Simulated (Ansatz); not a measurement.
# PtSe2 (Sudovikovite): the cost of one run

Computed with Ansatz 0.2.0 (DFT LDA, scalar-relativistic, plane waves, PAW, unless a step's input says otherwise).

The COD entry's cell or inner coordinates are ideal or old and differ from later refinements, so a difference from it is no clean test against experiment.

## Step 1: The structure to begin with

Symmetry: P-3m1, No. 164, trigonal system. The conventional cell has a = 3.743 Å, b = 3.743 Å, c = 4.759 Å, α = 90.00°, β = 90.00°, γ = 120.00°. Pt (site symmetry -3m) has 6 Se at 2.50 Å as nearest neighbours. Around Se (site symmetry 3m) lie 3 Pt at 2.50 Å.

Structure file:

```xyz
3
Lattice="3.7427 0.0000 0.0000 -1.8713 3.2413 0.0000 0.0000 0.0000 4.7585" Properties=species:S:1:pos:R:3 pbc="T T T"
Pt    0.0000    0.0000    0.0000
Se    0.0000    2.1608    1.2587
Se    1.8713    1.0804    3.4999
```

An earlier run at LDA left this cell at 19.242 Å³/atom and 0.00 GPa (10×10×8 mesh).

## Step 2: Field gradients and densities at the nuclei

The input, input.yaml:

```yaml
crystal:
  lattice:
    - [3.7426818375, 0.0, 0.0]
    - [-1.8713409187, 3.2412575495, 0.0]
    - [0.0, 0.0, 4.7585423759]
  atoms:
    - { symbol: Pt, position: [0.0, 0.0, 0.0] }
    - { symbol: Se, position: [0.3333333333, 0.6666666667, 0.2645075981] }
    - { symbol: Se, position: [0.6666666667, 0.3333333333, 0.7354924019] }
basis:
  ecutwfc: 420
  ecutrho_ratio: 4
kpoints:
  mp_grid: { grid: [10, 10, 8] }
hamiltonian:
  xc: lda
scf:
  occupations: { method: gaussian, width: 0.05 }
output:
  forces: true
  stress: true
  eigenvalues: true
  efg: { contact_densities: true }
```

Started as:

```console
$ ansatz run input.yaml --threads 2 --pin off --max-ram 5120MiB --backend cpu --events-out ev --progress --plain --runs-dir out
```

**Question.** How long does this run take on 2 threads of Intel Xeon at 2.50GHz (Skylake/Cascade Lake), shared host, and how much memory does it need?

About 12 s, with a peak of 0.49 GiB.
